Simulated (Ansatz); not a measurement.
# H4InNOS: the cost of one run

Program: Ansatz 0.2.0, Gaussian basis. Level of theory: functionals in def2-TZVPP, the program's frozen cores in correlated methods. These are calculated values, not measurements.

Plan: PBE-D4, r2SCAN-D4, PBE0-D4, B3LYP-D4, ωB97X-V, ωB97M-V, B2PLYP; CCSD(T)/def2-TZVPP; CCSD(T)/def2-QZVPP; extrapolation to the limit.

### 1 Structure used throughout

The geometry comes from an earlier relaxation with PBE0-D4 in a triple-zeta def2 set; it is a stationary point, not always the lowest conformer. In takes the def2 core potential; no spin-orbit term is included.

SMILES `[NH2][In]([OH])[SH]`, 8 atoms, charge 0, spin multiplicity 1.

Atoms are counted from 1 here; the program's logs count them from 0.

Bond lengths: N1–In2 2.017 Å, N1–H5 1.010 Å, N1–H6 1.011 Å, In2–O3 1.985 Å, In2–S4 2.366 Å, O3–H7 0.960 Å, S4–H8 1.345 Å. Angles: In2–N1–H5 115.9°, In2–N1–H6 115.8°, H5–N1–H6 108.6°, N1–In2–O3 120.1°, N1–In2–S4 125.9°, O3–In2–S4 113.7°, In2–O3–H7 113.5°, In2–S4–H8 91.7°.

### 2 PBE-D4 (GGA)

in.yaml reads:

```yaml
crystal:
  periodic: [false, false, false]
  atoms:
    - {symbol: N, position_ang: [-1.453133, 0.719543, 0.824142]}
    - {symbol: In, position_ang: [0.078956, -0.070550, -0.224019]}
    - {symbol: O, position_ang: [1.550858, -1.008493, 0.721054]}
    - {symbol: S, position_ang: [0.233648, -0.188376, -2.581951]}
    - {symbol: H, position_ang: [-1.995072, 1.427089, 0.348058]}
    - {symbol: H, position_ang: [-1.224971, 1.055860, 1.749470]}
    - {symbol: H, position_ang: [1.442833, -1.026629, 1.674648]}
    - {symbol: H, position_ang: [1.366891, -0.908444, -2.511392]}
basis:
  gaussian: {orbitals: def2-TZVPP}
hamiltonian: {xc: pbe, dispersion: d4}
output: {forces: true, orbitals: {seedname: orbitals}}
```

Launch:

```bash
> ansatz run in.yaml --threads 2 --pin off --events-out ev --progress --plain --max-ram 22528MiB --backend cpu
```

**Question.** How long does this run take on 2 threads of AMD EPYC 7R13, shared host, and how much memory does it need?

About 3.8 s, with a peak of 0.3 GiB.
